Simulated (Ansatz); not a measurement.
**CH6AlNOS: a ladder of functionals and wavefunction methods**

The task here is to estimate one member of a computed series from the others.

The runs use Ansatz 0.2.0, Gaussian basis; functionals in def2-TZVPP, the program's frozen cores in correlated methods.

Levels to be run: LDA (SPW92), PBE-D4, revPBE-D4, BLYP-D4, r2SCAN-D4, B97M-V, PBE0-D4, B3LYP-D4, r2SCANh-D4, r2SCAN0-D4, HSE06-D4, BHLYP-D4, CAM-B3LYP-D4, LC-ωPBE, ωB97X-V, ωB97M-V, B2PLYP, PBE-QIDH; CCSD(T)/def2-SVP; CCSD(T)/def2-TZVPP; MP2/def2-QZVPP; extrapolation to the limit; RPA on PBE.

### The relaxed structure

All runs share one geometry, relaxed beforehand with PBE0-D4 in a triple-zeta def2 set.

11 atoms, charge 0, spin multiplicity 1.

Atoms are counted from 1 here; the program's logs count them from 0.

Bond lengths: N1–C2 1.470 Å, N1–H6 1.012 Å, N1–H7 1.012 Å, C2–Al3 1.971 Å, C2–H8 1.096 Å, C2–H9 1.096 Å, Al3–O4 1.693 Å, Al3–S5 2.194 Å, O4–H10 0.955 Å, S5–H11 1.345 Å. Angles: C2–N1–H6 111.2°, C2–N1–H7 111.2°, H6–N1–H7 106.8°, N1–C2–Al3 118.0°, N1–C2–H8 108.2°, N1–C2–H9 108.3°, Al3–C2–H8 108.9°, Al3–C2–H9 108.9°, H8–C2–H9 103.5°, C2–Al3–O4 120.8°, C2–Al3–S5 120.1°, O4–Al3–S5 119.0°, Al3–O4–H10 125.5°, Al3–S5–H11 91.8°.

Set-up of the first run:

in.yaml

```yaml
crystal:
  periodic: [false, false, false]
  atoms:
    - {symbol: N, position_ang: [-0.780560, -1.237446, 1.217149]}
    - {symbol: C, position_ang: [0.423657, -0.981519, 0.414271]}
    - {symbol: Al, position_ang: [0.476700, 0.659380, -0.675777]}
    - {symbol: O, position_ang: [1.832635, 1.031347, -1.619078]}
    - {symbol: S, position_ang: [-1.232736, 2.035058, -0.679624]}
    - {symbol: H, position_ang: [-1.603966, -1.299427, 0.631803]}
    - {symbol: H, position_ang: [-0.946168, -0.488209, 1.877211]}
    - {symbol: H, position_ang: [0.591912, -1.846695, -0.237159]}
    - {symbol: H, position_ang: [1.291295, -0.991643, 1.083820]}
    - {symbol: H, position_ang: [1.929006, 1.805433, -2.170237]}
    - {symbol: H, position_ang: [-1.916474, 1.256621, 0.178218]}
basis:
  gaussian: {orbitals: def2-TZVPP}
hamiltonian: {xc: lda}
output: {orbitals: {seedname: orbitals}}
```

Started as:

```bash
> ansatz run in.yaml --threads 4 --pin off --events-out ev --progress --plain --max-ram 10444MiB
```

Among the steps run: LDA; PBE-D4 (GGA); revPBE-D4 (GGA); BLYP-D4 (GGA); r2SCAN-D4 (meta-GGA); B97M-V (meta-GGA); PBE0-D4 (hybrid); B3LYP-D4 (hybrid); r2SCANh-D4 (hybrid); r2SCAN0-D4 (hybrid); HSE06-D4 (hybrid); BHLYP-D4 (hybrid); CAM-B3LYP-D4 (range-separated); LC-ωPBE (range-separated); ωB97X-V (range-separated); ωB97M-V (range-separated); B2PLYP (double hybrid); PBE-QIDH (double hybrid).

One of the session's tables, all rows but one given; the rest of the session is left out.

It belongs to the step «Frontier levels by functional». 

| functional | HOMO (eV) | gap (eV) |
| --- | --- | --- |
| LDA (SPW92) | -5.22 | 3.92 |
| PBE-D4 | -5.07 | 4.00 |
| revPBE-D4 | -5.00 | 4.05 |
| BLYP-D4 | -4.95 | 3.91 |
| r2SCAN-D4 | -5.27 | 4.65 |
| B97M-V | -5.39 | 4.50 |
| PBE0-D4 | -6.38 | 6.11 |
| B3LYP-D4 | -6.16 | 5.59 |
| r2SCANh-D4 | ? | ? |
| r2SCAN0-D4 | -6.53 | 6.53 |
| HSE06-D4 | -5.98 | 5.34 |
| BHLYP-D4 | -7.63 | 8.04 |
| CAM-B3LYP-D4 | -7.76 | 8.31 |
| LC-ωPBE | -9.10 | 10.91 |
| ωB97X-V | -8.75 | 10.35 |
| ωB97M-V | -8.65 | 9.89 |

**Question.** Estimate the row for r2SCANh-D4.

Worked estimate for «HOMO (eV)». Against the share of exact exchange, r2SCAN-D4 (0, -5.27), r2SCAN0-D4 (0.25, -6.53) give a slope of -5.04 per unit share; at 0.1 the line stands at -5.77.

As computed: HOMO (eV): -5.77; gap (eV): 5.40. In «HOMO (eV)» the line misses by 0.00.
